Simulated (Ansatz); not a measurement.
**C2H6Cl4Ga2: a ladder of functionals and wavefunction methods**

The task here is to estimate one member of a computed series from the others.

Method: functionals in def2-TZVPP, the program's frozen cores in correlated methods; program: Ansatz 0.2.0, Gaussian basis.

Levels to be run: LDA (SPW92), PBE-D4, revPBE-D4, BLYP-D4, r2SCAN-D4, B97M-V, PBE0-D4, B3LYP-D4, r2SCANh-D4, r2SCAN0-D4, HSE06-D4, BHLYP-D4, CAM-B3LYP-D4, LC-ωPBE, ωB97X-V, ωB97M-V, B2PLYP, PBE-QIDH; CCSD(T)/def2-SVP; CCSD(T)/def2-TZVPP; MP2/def2-QZVPP; extrapolation to the limit; RPA on PBE.

### Structure used throughout

All runs share one geometry, relaxed beforehand with PBE0-D4 in a triple-zeta def2 set.

SMILES `[CH3][Ga@-]1([Cl])[Cl+][Ga@@-]([CH3])([Cl])[Cl+]1`, 14 atoms, charge 0, spin multiplicity 1.

Atoms are counted from 1 here; the program's logs count them from 0.

Bond lengths: C1–Ga2 1.945 Å, C1–H9 1.091 Å, C1–H10 1.091 Å, C1–H11 1.090 Å, Ga2–Cl3 2.139 Å, Ga2–Cl4 2.350 Å, Ga2–Cl8 2.351 Å, Cl4–Ga5 2.351 Å, Ga5–C6 1.945 Å, Ga5–Cl7 2.139 Å, Ga5–Cl8 2.350 Å, C6–H12 1.091 Å, C6–H13 1.091 Å, C6–H14 1.090 Å. Angles: Ga2–C1–H9 109.8°, Ga2–C1–H10 109.7°, Ga2–C1–H11 110.0°, H9–C1–H10 108.8°, H9–C1–H11 109.3°, H10–C1–H11 109.3°, C1–Ga2–Cl3 127.0°, C1–Ga2–Cl4 110.8°, C1–Ga2–Cl8 110.7°, Cl3–Ga2–Cl4 106.0°, Cl3–Ga2–Cl8 106.0°, Cl4–Ga2–Cl8 90.0°, Ga2–Cl4–Ga5 89.8°, Cl4–Ga5–C6 110.7°, Cl4–Ga5–Cl7 106.0°, Cl4–Ga5–Cl8 90.0°, C6–Ga5–Cl7 127.0°, C6–Ga5–Cl8 110.8° and more.

Set-up of the first run:

in.yaml

```yaml
crystal:
  periodic: [false, false, false]
  atoms:
    - {symbol: C, position_ang: [-0.976943, -2.415893, 1.153634]}
    - {symbol: Ga, position_ang: [0.637939, -1.334475, 1.089739]}
    - {symbol: Cl, position_ang: [2.499128, -1.742842, 2.062097]}
    - {symbol: Cl, position_ang: [0.149855, 0.919339, 1.543349]}
    - {symbol: Ga, position_ang: [0.856978, 1.501363, -0.621695]}
    - {symbol: C, position_ang: [-0.617918, 2.237888, -1.652970]}
    - {symbol: Cl, position_ang: [2.814063, 2.335860, -0.398785]}
    - {symbol: Cl, position_ang: [1.174926, -0.771474, -1.128553]}
    - {symbol: H, position_ang: [-1.317522, -2.509478, 2.185721]}
    - {symbol: H, position_ang: [-0.769283, -3.411923, 0.760229]}
    - {symbol: H, position_ang: [-1.761255, -1.949993, 0.556993]}
    - {symbol: H, position_ang: [-0.872806, 3.228943, -1.275146]}
    - {symbol: H, position_ang: [-0.327901, 2.324901, -2.700926]}
    - {symbol: H, position_ang: [-1.489261, 1.587783, -1.573696]}
basis:
  gaussian: {orbitals: def2-TZVPP}
hamiltonian: {xc: lda}
output: {orbitals: {seedname: orbitals}}
```

Among the steps run: LDA; PBE-D4 (GGA); revPBE-D4 (GGA); BLYP-D4 (GGA); r2SCAN-D4 (meta-GGA); B97M-V (meta-GGA); PBE0-D4 (hybrid); B3LYP-D4 (hybrid); r2SCANh-D4 (hybrid); r2SCAN0-D4 (hybrid); HSE06-D4 (hybrid); BHLYP-D4 (hybrid); CAM-B3LYP-D4 (range-separated); LC-ωPBE (range-separated); ωB97X-V (range-separated); ωB97M-V (range-separated); B2PLYP (double hybrid); PBE-QIDH (double hybrid).

One of the session's tables, all rows but one given; the rest of the session is left out.

It belongs to the step «Frontier levels by functional». 

```
  functional  HOMO (eV)  gap (eV)
 LDA (SPW92)      -7.42      5.52
      PBE-D4      -7.27      5.69
   revPBE-D4      -7.21      5.75
     BLYP-D4      -7.10      5.61
   r2SCAN-D4      -7.61      6.30
      B97M-V      -7.69      6.44
     PBE0-D4      -8.61      8.02
    B3LYP-D4      -8.34      7.44
  r2SCANh-D4      -8.10      7.15
  r2SCAN0-D4      -8.83      8.42
    HSE06-D4      -8.21      7.25
    BHLYP-D4      -9.79     10.09
CAM-B3LYP-D4      -9.94     10.29
     LC-ωPBE     -11.34     12.99
     ωB97X-V     -10.96     12.43
     ωB97M-V          ?         ?
```

Estimate the missing values for ωB97M-V.

The run gave: HOMO (eV): -10.80; gap (eV): 12.00. In the column «HOMO (eV)» it lies between ωB97X-V (-10.96) and CAM-B3LYP-D4 (-9.94).
